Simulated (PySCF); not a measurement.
# Cl2Pb (Pb(Cl)22+): the cost of one run

The runs use PySCF 2.14.0; PBE0, Pb def2-SVP with ECP60, Cl def2-SVP; scalar-relativistic core potentials, no spin–orbit coupling.

1 further run of the same task is left out (for a known fault of the program).

## 1. Starting geometry

3 atoms, charge 2, spin multiplicity 1.

Bond lengths: Pb1–Cl2 2.326 Å, Pb1–Cl3 2.326 Å. Angles: Cl2–Pb1–Cl3 180.0°.

Coordinates:

| atom | x (Å) | y (Å) | z (Å) |
| --- | --- | --- | --- |
| Pb1 | 0.0000 | 0.0000 | 0.4000 |
| Cl2 | 2.3259 | 0.0000 | 0.4007 |
| Cl3 | -2.3259 | 0.0000 | 0.4007 |

Formal oxidation states: Pb +4. An earlier session relaxed this geometry at PBE0, Pb def2-SVP with ECP60, Cl def2-SVP (singlet, point group D∞h).

Its energy there is -1111.826133 Eh.

## 2. One electron removed, multiplicity 2

File run.py (the lines that set the calculation):

```python
mol = gto.M(atom='''
Pb     0.00000     0.00000     0.40001
Cl     2.32592     0.00000     0.40066
Cl    -2.32592     0.00000     0.40066''',
    basis={'Pb': 'def2-SVP', 'Cl': 'def2-SVP'},
    ecp={'Pb': 'def2-SVP'},
    charge=3, spin=1)
mf = dft.UKS(mol, xc='PBE0')
mf.grids.atom_grid = (50, 194)
mf = mf.density_fit()  # fitting sets: Pb def2-universal-JKFIT, Cl def2-universal-JKFIT
mf.conv_tol = 1e-08; mf.max_cycle = 55
mf.kernel(dm0)  # dm0: the density of the relaxed state
```

Started as:

```console
OMP_NUM_THREADS=2 python run.py
```

**Question.** How long does this run take on 2 threads of Intel Xeon Platinum 8259CL at 2.50GHz (Skylake/Cascade Lake), shared host?

About 1.2 s.
